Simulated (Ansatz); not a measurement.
PBr:

```
Br P
1.0
     4.93856    0.00000    0.00000
    -2.06239    5.19450    0.00000
    -0.69678   -0.65377    6.23326
Br P
2 2
Cartesian
  1.3556 4.2827 1.5132
  0.8238 0.2581 4.7201
  1.6933 2.1829 3.9386
  0.4861 2.3578 2.2946
```

The cell comes from a database or a generator and needn't be the stable form of this composition.

Base run:

```yaml
Program: Ansatz 0.2.0
Functional: revPBE
Potentials_or_basis: Ansatz PAW
Cutoff: "420 eV (not typed: the program's choice for these potentials)"
k_mesh: 4 × 3 × 3
Occupations: fermi-dirac, width 0.05 eV
Spin: no spin polarisation
```

Its results: band gap on the k mesh 1.68 eV, direct; pressure 1.0 GPa; largest force 0.112 eV/Å.

**Question.** After a change of settings the same cell gave: band gap on the k mesh 2.44 eV, direct; pressure -0.8 GPa; largest force 0.568 eV/Å. Which change was it?
A. functional from revPBE to HSE06
B. functional from revPBE to PBE
C. functional from revPBE to r2SCAN; cutoff from 420 eV (not typed: the program's choice for these potentials) to 500 eV (not typed: the program's choice for these potentials)
D. functional from revPBE to BLYP

**Answer.** A.

HSE06 gives the wider gap, since exact exchange removes part of the self-interaction.

Caveats: the k mesh misses the band edges, so the gap on the mesh is wider than the one along the path; the PAW data sets come from PBE, with cores solved anew for the run's functional, which leaves a small shift of forces and pressure; the thresholds are loose for stress (some runs).
